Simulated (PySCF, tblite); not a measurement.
**C₆H₁₂OSi₂: geometry, infrared bands and NMR shifts**

Aim: predict the infrared bands and NMR shifts of C₆H₁₂OSi₂ (`[SiH3]OC1=C[SiH2][C@H]2C[C@@H]1C2`).

Programs: tblite 0.8.0 and PySCF 2.14.0, with density-fitted response routines of our own. Each step states its level of theory. These are calculated values for one molecule in the gas phase, unless marked as measured. Atoms are numbered from 0 throughout.

### Step 1. Starting geometry

21 atoms, charge 0, multiplicity 1; geometry from: force field or distance geometry start.

Bonds of the start (Å): Si0–O1 1.72, O1–C2 1.35, C2–C3 1.36, C3–Si4 1.86, Si4–C5 1.88, C5–C6 1.51, C6–C7 1.52, C7–C8 1.49, C7–C2 1.50, C8–C5 1.53, Si0–H9 1.47, Si0–H10 1.48, Si0–H11 1.45, C3–H12 1.08, Si4–H13 1.46, Si4–H14 1.47, C5–H15 1.06, C6–H16 1.12, C6–H17 1.11, C7–H18 1.11, C8–H19 1.10, C8–H20 1.12.

### Step 2. Optimising the geometry with GFN2-xTB

What the job is given:

```
{"job": {"kind": "relax", "xc": "GFN2-xTB", "basis": "xTB"}, "charge": 0, "multiplicity": 1}
Si     3.475600     0.020600     0.341000
O      1.938600     0.570600     0.883300
C      0.723500     0.342500     0.350600
C      0.434300     0.517400    -0.967300
Si    -1.307600     0.280300    -1.577700
C     -2.197100    -0.309900    -0.028200
C     -1.205900    -1.268600     0.586400
C     -0.440100    -0.100400     1.182700
C     -1.691300     0.689300     1.015300
H      4.143500     1.153100    -0.309800
H      4.269400    -0.284500     1.553400
H      3.454300    -1.175800    -0.476400
H      1.234400     0.780900    -1.649500
H     -1.386300    -0.687400    -2.668600
H     -1.887000     1.560400    -2.014400
H     -3.228500    -0.541500    -0.066800
H     -1.616500    -1.918400     1.398000
H     -0.580400    -1.795000    -0.167800
H     -0.204100    -0.204100     2.265000
H     -2.343900     0.667500     1.904600
H     -1.593700     1.719800     0.600400
```

Started as:

```sh
$ OMP_NUM_THREADS=1 python probes_run.py task.json out
```

One launch serves the whole session: the jobs run in the order shown.

**Question.** This job is followed by: GFN2-xTB harmonic vibrations, gas phase; GIAO PBE0/pcSseg-1 NMR shielding, non-relativistic, gas phase. What will the session give for the following? strongest single infrared mode (GFN2-xTB); zero-point energy (GFN2-xTB); 13C shifts against TMS (PBE0/pcSseg-1, means over atoms taken as alike); 1H shifts against TMS (PBE0/pcSseg-1, means over atoms taken as alike); 29Si shifts against TMS (PBE0/pcSseg-1); 17O shifts against H2O (PBE0/pcSseg-1).

As calculated:

```
                                                               quantity                                         value
                              strongest single infrared mode (GFN2-xTB)                         2237 cm⁻¹, 489 km/mol
                                           zero-point energy (GFN2-xTB)                                 98.5 kcal/mol
13C shifts against TMS (PBE0/pcSseg-1, means over atoms taken as alike)             187.8, 81.3, 43.0, 36.0, 17.1 ppm
 1H shifts against TMS (PBE0/pcSseg-1, means over atoms taken as alike)  4.93, 4.58, 4.03, 2.67, 2.49, 1.84, 1.80 ppm
                                29Si shifts against TMS (PBE0/pcSseg-1)                              -46.1, -47.6 ppm
                                 17O shifts against H2O (PBE0/pcSseg-1)                                     137.8 ppm
```

The optimisation took 93 steps and gained 0.695 eV; among the close pairs (by a distance rule), Si0–O1 changed most, from 1.720 to 1.626 Å. All 57 modes are real, so the xTB geometry is a minimum. The strongest single mode, at 2237 cm⁻¹, moves mainly H11 and H9. GFN2-xTB is a fitted tight-binding method: band positions and strengths are rough. Its intensities can rank the bands wrongly. C2 (alkene carbon bearing oxygen) lies farthest downfield among carbon, at 187.8 ppm; an sp2 carbon further deshielded by the attached heteroatom. At PBE0/pcSseg-1: The largest span, 225 ppm, is at C2, where the paramagnetic term is -251 ppm.
